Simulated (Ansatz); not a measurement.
**Cu3O2 under changes of volume**

One of the cells (12.027 Å³/atom); the others are scaled copies at fixed shape and fractional positions:

```
CELL_PARAMETERS angstrom
-2.02298 2.02298 3.67362
2.02298 -2.02298 3.67362
2.02298 2.02298 -3.67362
ATOMIC_POSITIONS crystal
Cu 0.00000 0.00000 0.00000
Cu 0.75000 0.25000 0.50000
Cu 0.25000 0.75000 0.50000
O 0.50000 0.00000 0.50000
O 0.00000 0.50000 0.50000
```

The cell comes from a database or a generator and needn't be the stable form of this composition.

| Property | Result |
| --- | --- |
| Program | Ansatz 0.2.0 |
| Functional | PBEsol |
| Potentials or basis | all-electron LAPW, scalar-relativistic |
| Cutoff | 499 eV (chosen from the basis error) |
| Basis error allowed | 0.001 eV/atom |
| k mesh | 9 × 9 × 9 |
| Occupations | fermi-dirac, width 0.05 eV |
| Spin | no spin polarisation |

| volume (Å³/atom) | energy over the lowest point (meV/atom) | pressure (GPa) |
| --- | --- | --- |
| 11.306 | ? | ? |
| 11.546 | 0.00 | -0.7 |
| 11.787 | 3.27 | -3.6 |
| 12.027 | 10.69 | -6.2 |
| 12.268 | 21.78 | -8.5 |
| 12.508 | 36.10 | -10.5 |
| 12.749 | 53.31 | -12.3 |

What does the run at 11.306 Å³/atom give?

Energy over the lowest point 1.42 meV/atom; pressure 2.7 GPa.

Worked out: A Birch-Murnaghan fit of order 3 (a polynomial in V^(-2/3)) to the other rows has its minimum at 11.50 Å³/atom, just outside them, with B0 = V·E''(V) = 154 GPa and B' = 4.9 at fixed shape and positions, which overstates the stiffness. It gives 1.43 meV/atom at 11.306 Å³/atom, against the run's 1.42, and -dE/dV = 2.7 GPa, against 2.7.

Energies are extrapolated to zero smearing.

Caveats: an odd number of electrons without spin polarisation forces a metal; a magnetic or distorted state may lie lower; the run has no spin polarisation, though such a crystal can be magnetic.
